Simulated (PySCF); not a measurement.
**Br2 (bromine) at 6 levels**

We compute a comparison of 6 runs (M06-2X/aug-cc-pVTZ, M06-L/aug-cc-pVTZ, PBE/aug-cc-pVTZ, r2SCAN/aug-cc-pVTZ, wB97X/aug-cc-pVTZ, CCSD(T)/aug-cc-pVTZ) of Br2 (bromine). Input form: a Python script.

Program for the calculation: PySCF 2.14.0.

1 further run of the same task is left out (set aside as unsound or not needed).

## Step 1: Starting point

Br2 has 2 atoms, charge 0, and is taken as a singlet. SMILES: `BrBr`. The shape is that of a PBE0-D4/def2-TZVP optimisation.

Bond lengths: Br1–Br2 2.281 Å.

## Step 2: A single-point energy at M06-2X/aug-cc-pVTZ (run 1)

Input file job.py:

```python
from pyscf import gto, dft

mol = gto.M(
    atom='Br 0.972980 -0.325390 0.498520; Br -0.972980 0.325390 -0.498520',
    verbose=3,
    spin=0,
    basis='aug-cc-pvtz',
    max_memory=1860,
)

myscf = dft.RKS(mol)
myscf.xc = 'm06-2x'
myscf.conv_tol = 1e-10
myscf.grids.level = 5
myscf.kernel()
if not myscf.converged:
    myscf = myscf.newton().run(myscf.mo_coeff, myscf.mo_occ)

e_final = myscf.e_tot
print(f'total energy: {e_final:.8f} hartree')
```

The run is started by

```sh
$ OMP_NUM_THREADS=1 python job.py
```

Output:

```text
converged SCF energy = -5148.47135514459
total energy: -5148.47135514 hartree
```

Run time: 24 s. Hardware: 1 thread of Arm Neoverse V1, shared host; peak memory 0.66 GiB.

## Step 3: The energy at M06-L/aug-cc-pVTZ (run 2)

Input file calc.py:

```python
from pyscf import gto, dft

molecule = gto.M(
    atom=[
    ('Br', (0.972980, -0.325390, 0.498520)),
    ('Br', (-0.972980, 0.325390, -0.498520)),
],
    verbose=3,
    charge=0,
    basis='aug-cc-pvtz',
    max_memory=1860,
)

mf = dft.RKS(molecule, xc='m06-l')
mf.grids.level = 5
mf.conv_tol = 1e-10
mf.kernel()
if not mf.converged:
    mf = mf.newton().run(mf.mo_coeff, mf.mo_occ)

etot = mf.e_tot
print('E(%s) = %.9f' % ('M06-L', etot))
```

The run is started by

```sh
$ OMP_NUM_THREADS=1 python calc.py
```

Output:

```text
converged SCF energy = -5148.2019876139
E(M06-L) = -5148.201987614
```

Wall time 37 s (1 thread of Arm Neoverse V1, shared host); peak memory 0.66 GiB.

Runs 3 to 5 aren't shown in full; the table further down has their settings and results.

## Step 4: The energy at CCSD(T)/aug-cc-pVTZ (run 6)

Input file input.xyz:

```xyz
2
Br2
Br     0.972980    -0.325390     0.498520
Br    -0.972980     0.325390    -0.498520
```

Input file input.py:

```python
# BrBr
from pyscf import gto, cc

molecule = gto.Mole()
molecule.atom = 'input.xyz'
molecule.charge = 0
molecule.verbose = 3
molecule.spin = 0
molecule.max_memory = 1860
molecule.basis = 'aug-cc-pvtz'
molecule.build()

mf = molecule.RHF()
mf.conv_tol = 1e-10
mf.kernel()
if not mf.converged:
    mf = mf.newton().run(mf.mo_coeff, mf.mo_occ)

mycc = cc.CCSD(mf, frozen=18)
mycc.kernel()
e_t = mycc.ccsd_t()
e_final = mycc.e_tot + e_t
print('Final energy', e_final)
```

The run is started by

```sh
$ OMP_NUM_THREADS=1 python input.py
```

Output:

```text
converged SCF energy = -5144.91593139513
E(CCSD) = -5145.39616268556  E_corr = -0.4802312904287901
CCSD(T) correction = -0.0198234443997799
Final energy -5145.4159861299595
```

It took 2.7 min on 1 thread of Arm Neoverse V1, shared host; peak memory 0.98 GiB.

## Step 5: Overview of the runs

| run | level | integration grid | frozen core orbitals | energy (Eh) | dipole moment (D) of the reference | HOMO energy (eV) | LUMO energy (eV) | wall time |
| --- | --- | --- | --- | --- | --- | --- | --- | --- |
| 1 | M06-2X/aug-cc-pVTZ | 5 | – | -5148.471355 | 0.00 | -9.32 | -2.60 | 24 s |
| 2 | M06-L/aug-cc-pVTZ | 5 | – | -5148.201988 | 0.00 | -6.95 | -3.87 | 37 s |
| 3 | PBE/aug-cc-pVTZ | 5 | – | -5147.626106 | 0.00 | -6.85 | -4.47 | 14 s |
| 4 | r2SCAN/aug-cc-pVTZ | 5 | – | -5148.362706 | 0.00 | -7.15 | -4.42 | 34 s |
| 5 | wB97X/aug-cc-pVTZ | 5 | – | -5148.450392 | 0.00 | -10.44 | -1.36 | 51 s |
| 6 | CCSD(T)/aug-cc-pVTZ | – | 18 | -5145.415986 | 0.00 | -11.05 | -0.07 | 2.7 min |

## Step 6: Outcome

| quantity | value |
| --- | --- |
| run 6: total energy | -5145.41599 Eh |
| run 6: dipole moment (Hartree–Fock density) | 0.00 D |
| run 6: HOMO energy (Hartree–Fock orbitals) | -11.05 eV |
| run 6: LUMO energy (Hartree–Fock orbitals) | -0.07 eV |
| run 6: HOMO–LUMO gap (Hartree–Fock orbitals) | 10.98 eV |
| run 6: correlation energy (18 core orbitals frozen) | -500.1 mEh |
| run 6: (T) correction | -19.82 mEh |
| run 6: T1 diagnostic | 0.006 |

What this shows: Over runs 1, 2, 3, 4, 5 the HOMO–LUMO gap runs from 2.37 eV (PBE/aug-cc-pVTZ) to 9.08 eV (wB97X/aug-cc-pVTZ). Totals of different functionals can't be ranked against each other. All runs together took 5.4 min, the longest 2.7 min.
